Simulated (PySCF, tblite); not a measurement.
# C₄H₃F₃S− (doublet): geometry, infrared bands and EPR parameters

What infrared bands and EPR parameters should C₄H₃F₃S− (doublet) (`C[C]([S-])C(F)=C(F)F`) show?

Programs: tblite 0.8.0 and PySCF 2.14.0, with density-fitted response routines of our own. Each step states its level of theory. These are calculated values for one molecule in the gas phase, unless marked as measured. Atoms count from 0, in the outputs and in this text.

## 1. Starting geometry

11 atoms, charge -1, multiplicity 2; geometry from: force field or distance geometry start.

Bonds of the start (Å): C0–C1 1.51, C1–S2 1.74, C1–C3 1.48, C3–F4 1.37, C3–C5 1.32, C5–F6 1.38, C5–F7 1.37, C0–H8 1.13, C0–H9 1.10, C0–H10 1.10.

## 2. Geometry optimisation with GFN2-xTB

The job: settings as JSON, then the geometry in Å.

```
{"job": {"kind": "relax", "xc": "GFN2-xTB", "basis": "xTB"}, "charge": -1, "multiplicity": 2}
C     -1.711500    -0.249600    -0.113500
C     -0.445800     0.578800    -0.178700
S     -0.270700     1.549400    -1.610700
C      0.749700    -0.209200     0.197800
F      0.602700    -1.570500     0.274900
C      1.933500     0.307400     0.480900
F      2.930400    -0.582400     0.809400
F      2.188800     1.656000     0.453300
H     -1.379100    -1.268200    -0.465300
H     -2.504800     0.097700    -0.795700
H     -2.087700    -0.306800     0.921800
```

Started as:

```sh
$ OMP_NUM_THREADS=1 python probes_run.py task.json out
```

One launch serves the whole session: the jobs run in the order shown.

Output:

```text
step      E/eV     max force
  0    -753.48317    3.296
  1    -753.67102    1.727
  2    -753.80060    1.335
  3    -753.90159    0.891
  4    -753.98099    0.743
  5    -754.05039    0.679
  6    -754.11437    0.642
  7    -754.15745    0.632
  8    -754.19153    0.573
  9    -754.21791    0.446
 10    -754.23903    0.369
 11    -754.25043    0.260
 12    -754.25625    0.187
 13    -754.26085    0.247
 14    -754.26622    0.270
 15    -754.27045    0.189
 16    -754.27301    0.172
 17    -754.27529    0.179
 18    -754.27868    0.229
 19    -754.28357    0.309
 20    -754.28936    0.299
 21    -754.29503    0.209
 22    -754.29989    0.185
 23    -754.30413    0.163
 24    -754.30794    0.130
 25    -754.31028    0.130
 26    -754.31175    0.132
 27    -754.31305    0.123
 28    -754.31451    0.107
 29    -754.31655    0.120
 30    -754.31892    0.132
 31    -754.32142    0.149
 32    -754.32417    0.147
 33    -754.32691    0.131
 34    -754.32891    0.112
 35    -754.33072    0.186
 36    -754.33234    0.125
 37    -754.33404    0.118
 38    -754.33457    0.079
 39    -754.33543    0.063
 40    -754.33603    0.051
 41    -754.33641    0.054
 42    -754.33692    0.068
 43    -754.33737    0.058
 44    -754.33770    0.049
 45    -754.33791    0.035
 46    -754.33804    0.022
 47    -754.33810    0.016
 48    -754.33813    0.012
 49    -754.33815    0.012
 50    -754.33817    0.009
```

It took 0.24 s on 1 thread of Arm Neoverse V2, shared host.

Along the way: (not every step is listed)

| step | energy from step 0 (eV) | largest force (eV/Å) |
| --- | --- | --- |
| 0 | 0.0000 | 3.2956 |
| 1 | -0.1879 | 1.7267 |
| 2 | -0.3174 | 1.3349 |
| 3 | -0.4184 | 0.8912 |
| 4 | -0.4978 | 0.7427 |
| 5 | -0.5672 | 0.6786 |
| 6 | -0.6312 | 0.6425 |
| 7 | -0.6743 | 0.6315 |
| 8 | -0.7084 | 0.5726 |
| 11 | -0.7673 | 0.2602 |
| 14 | -0.7831 | 0.2700 |
| 17 | -0.7921 | 0.1793 |
| 20 | -0.8062 | 0.2989 |
| 23 | -0.8210 | 0.1630 |
| 26 | -0.8286 | 0.1321 |
| 29 | -0.8334 | 0.1196 |
| 32 | -0.8410 | 0.1467 |
| 35 | -0.8476 | 0.1861 |
| 38 | -0.8514 | 0.0788 |
| 41 | -0.8532 | 0.0540 |
| 44 | -0.8545 | 0.0494 |
| 45 | -0.8547 | 0.0349 |
| 46 | -0.8549 | 0.0223 |
| 47 | -0.8549 | 0.0159 |
| 48 | -0.8550 | 0.0124 |
| 49 | -0.8550 | 0.0117 |
| 50 | -0.8550 | 0.0092 |

Distances of close pairs at the start and the end, largest changes first:

| bond | before (Å) | after (Å) | change (Å) |
| --- | --- | --- | --- |
| C1–C3 | 1.481 | 1.392 | -0.089 |
| C3–C5 | 1.322 | 1.371 | +0.048 |
| C1–S2 | 1.739 | 1.694 | -0.045 |
| C0–H8 | 1.128 | 1.092 | -0.035 |
| C5–F7 | 1.373 | 1.347 | -0.026 |
| C3–F4 | 1.371 | 1.387 | +0.015 |
| C0–H9 | 1.102 | 1.088 | -0.015 |
| C5–F6 | 1.376 | 1.366 | -0.010 |

The next job starts from the end point, and lists it.

## 3. Harmonic vibrations with GFN2-xTB

The job: settings as JSON, then the geometry in Å.

```
{"job": {"kind": "ir", "xc": "GFN2-xTB", "basis": "xTB"}, "charge": -1, "multiplicity": 2}
C     -1.718471    -0.369021    -0.258627
C     -0.433900     0.411987    -0.315190
S     -0.430382     1.952347    -1.019673
C      0.704808    -0.157725     0.246739
F      0.550854    -1.435503     0.762906
C      2.010314     0.256979     0.295764
F      2.970101    -0.450217     0.963041
F      2.489215     1.485751     0.022798
H     -1.566860    -1.400498    -0.584583
H     -2.456986     0.105524    -0.900757
H     -2.113268    -0.396954     0.761616
```

Output:

```text
mode    cm-1     km/mol
  1      52.3      3.45
  2      70.5      0.19
  3     118.0      6.22
  4     124.5      1.19
  5     137.7     15.63
  6     234.9      4.68
  7     281.6      4.67
  8     296.2      1.59
  9     339.9      7.57
 10     447.1      6.94
 11     451.5      8.65
 12     498.1      3.53
 13     630.5     19.06
 14     850.3    110.81
 15    1000.2    160.41
 16    1013.4      2.35
 17    1046.2     74.95
 18    1134.2    150.64
 19    1174.9     53.90
 20    1367.1     50.01
 21    1394.8      7.88
 22    1486.1      0.54
 23    1494.0      1.31
 24    1606.1     17.59
 25    2927.2     60.58
 26    2963.2     52.28
 27    3032.0     32.24
```

Run time: 0.25 s. Hardware: 1 thread of Arm Neoverse V2, shared host.

Which atoms move in the most intense modes:

| cm⁻¹ | km/mol | atoms |
| --- | --- | --- |
| 850 | 110.8 | C1 23 %, C3 15 %, S2 11 % |
| 1000 | 160.4 | C3 32 %, C5 18 %, F6 12 % |
| 1046 | 75.0 | C3 33 %, H9 26 %, C0 13 %, F4 11 % |
| 1134 | 150.6 | C5 67 %, F7 17 % |
| 1175 | 53.9 | C1 63 %, C0 16 % |
| 1367 | 50.0 | C1 42 %, C3 25 %, C5 12 % |
| 2927 | 60.6 | H10 84 % |
| 2963 | 52.3 | H8 85 % |

## 4. EPR parameters: B3LYP/pcH-1

Same as in step 3 but for these lines:

```diff
@@ -1,2 +1,2 @@
-{"job": {"kind": "ir", "xc": "GFN2-xTB", "basis": "xTB"}, "charge": -1, "multiplicity": 2}
+{"job": {"kind": "epr", "basis": "pcH-1"}, "charge": -1, "multiplicity": 2}
 C     -1.718471    -0.369021    -0.258627
```

Level: UKS B3LYP, pcH-1 on C F H S, non-relativistic, mean-field spin-orbit, GIAO.

Output:

```text
UKS, coarse grid
  cycle   1  E = -851.77871445  |g| = 6.47e-01
  cycle   2  E = -851.28829550  |g| = 1.22e+00
  cycle   3  E = -851.94442977  |g| = 1.58e-01
  cycle   4  E = -851.95408240  |g| = 8.11e-02
  cycle   5  E = -851.95759197  |g| = 2.07e-02
  cycle   6  E = -851.95779952  |g| = 6.73e-03
  cycle   7  E = -851.95784081  |g| = 3.36e-03
  cycle   8  E = -851.95785306  |g| = 2.21e-03
  cycle   9  E = -851.95785600  |g| = 8.95e-04
UKS, final grid
  cycle   1  E = -851.95790727  |g| = 1.54e-03
  cycle   2  E = -851.95790409  |g| = 2.97e-03
  cycle   3  E = -851.95790863  |g| = 1.99e-04
  cycle   4  E = -851.95790866  |g| = 8.92e-05
  cycle   5  E = -851.95790868  |g| = 6.45e-05
  cycle   6  E = -851.95790868  |g| = 1.41e-05
E = -851.95790868 Eh   <S^2> = 0.7669 (exact 0.7500)
g shifts (ppm)      1          2          3
  rmc          -213       -213       -213
  gc              0         47         44
  oz_so        -353       6362      13387
  total        -566       6196      13219
hyperfine (MHz)  atom isotope    a_iso     a_fc   dipolar eigenvalues
    0   13C     -16.27     -16.29     -0.81     -0.22      1.03
    1   13C      37.50      37.18    -35.37    -34.84     70.21
    2   33S       4.09       3.77    -28.26    -25.14     53.39
    3   13C     -40.31     -40.30    -17.42      6.53     10.90
    4   19F     -20.71     -20.54    -40.66     14.31     26.34
    5   13C      86.62      86.58    -46.67    -44.87     91.54
    6   19F      87.65      87.24   -113.48    -87.52    201.00
    7   19F      88.75      89.12   -126.14    -96.58    222.72
    8    1H      26.02      26.02     -2.43     -2.30      4.73
    9    1H       3.76       3.74     -2.25     -2.05      4.30
   10    1H      43.65      43.64     -2.56     -2.16      4.71
```

Run time: 73 s. Hardware: 1 thread of Arm Neoverse V2, shared host; peak memory 0.92 GiB.

Principal g values 2.00175, 2.00852, 2.01554; g(iso) = 2.00860, against 2.00232 for a free electron.

Hyperfine couplings; where a row names several nuclei, a(iso) is their mean (it holds for fast rotation or exchange) and the dipolar term the largest among them:

| nuclei | isotope | a(iso) (MHz) | a(iso) (G, at g = 2.0023) | largest dipolar term (MHz) |
| --- | --- | --- | --- | --- |
| F7 | 19F | 88.7 | 31.7 | 222.7 |
| F6 | 19F | 87.7 | 31.3 | 201.0 |
| C5 | 13C | 86.6 | 30.9 | 91.5 |
| C3 | 13C | -40.3 | -14.4 | -17.4 |
| C1 | 13C | 37.5 | 13.4 | 70.2 |
| H8, H9, H10 | 1H | 24.5 | 8.7 | 4.7 |
| F4 | 19F | -20.7 | -7.4 | -40.7 |
| C0 | 13C | -16.3 | -5.8 | 1.0 |
| S2 | 33S | 4.1 | 1.5 | 53.4 |

Mulliken spin populations:

| atom | value (e) |
| --- | --- |
| C0 | -0.03 |
| C1 | 0.35 |
| S2 | 0.30 |
| C3 | -0.13 |
| F4 | 0.00 |
| C5 | 0.44 |
| F6 | 0.02 |
| F7 | 0.02 |
| H8 | 0.01 |
| H9 | 0.00 |
| H10 | 0.02 |

In first order the couplings over 0.8 MHz of 19F, 1H give 32 distinct lines over 96.6 G, if the averaged nuclei exchange fast.

Orbitals, density, ELF and potential are computed afterwards from the orbital file.

ELF in a plane through or near 9 of the atoms.

Values, 10 rows by 14 columns:
```
0.00 0.00 0.00 0.00 0.00 0.00 0.00 0.00 0.00 0.00 0.00 0.00 0.00 0.00
0.00 0.00 0.00 0.00 0.00 0.00 0.00 0.00 0.00 0.00 0.00 0.00 0.00 0.00
0.00 0.00 0.00 0.01 0.00 0.17 0.31 0.16 0.00 0.01 0.00 0.00 0.00 0.00
0.00 0.00 0.16 0.73 0.37 0.59 0.45 0.83 0.02 0.34 0.10 0.01 0.00 0.00
0.00 0.04 0.60 0.57 0.59 0.49 0.39 0.14 0.39 0.66 0.30 0.04 0.00 0.00
0.00 0.00 0.01 0.13 0.15 0.76 0.55 0.29 0.93 0.39 0.98 0.68 0.02 0.00
0.00 0.00 0.27 0.86 0.83 0.05 0.26 0.87 0.47 0.05 0.82 0.53 0.01 0.00
0.00 0.00 0.01 0.18 0.27 0.19 0.93 0.85 0.80 0.83 0.06 0.00 0.00 0.00
0.00 0.00 0.00 0.00 0.00 0.39 0.69 0.68 0.74 0.58 0.06 0.00 0.00 0.00
0.00 0.00 0.00 0.00 0.00 0.00 0.03 0.04 0.04 0.01 0.00 0.00 0.00 0.00
```
The map spans 11.2 Å across and 9.6 Å up, centred on the molecule. Atoms in the plane (x, y in Å): C0 (1.8, 0.1), C1 (0.4, -0.5), S2 (0.3, -2.2), C3 (-0.7, 0.3), F4 (-0.5, 1.6), C5 (-2.0, 0.0), F6 (-3.0, 1.0), F7 (-2.6, -1.2), H9 (2.5, -0.6).

On the surface of density 0.002 e/bohr³ the electrostatic potential runs, from the 1st to the 99th percentile, from -5.78 V near F7 to -2.93 V near H8.

The spin density lies nearest to C1, C5 about 27 % each; S2 25 %; C3 7 % (beta excess).

## 5. What came out

| quantity | value |
| --- | --- |
| strongest single infrared mode (GFN2-xTB) | 1000 cm⁻¹, 160 km/mol |
| zero-point energy (GFN2-xTB) | 37.4 kcal/mol |
| g(iso) (B3LYP) | 2.00860 |
| ⟨S²⟩ | 0.767 (exact 0.75) |
| largest a(iso) (averaged by class) | 19F on F7, 88.7 MHz |

Relaxing lowered the energy by 0.855 eV in 50 steps; the close pair that moved most is C1–C3, from 1.481 to 1.392 Å. No mode is imaginary among the 27: a minimum at this level. The strongest single mode, at 1000 cm⁻¹, is spread over many atoms; the largest shares are those of C3, C5. GFN2-xTB is a fitted tight-binding method: band positions and strengths are rough. Its intensities can rank the bands wrongly. The largest spin populations lie on C5 (0.44 e), C1 (0.35 e). The isotropic g lies 6.3 ppt above the free-electron value.
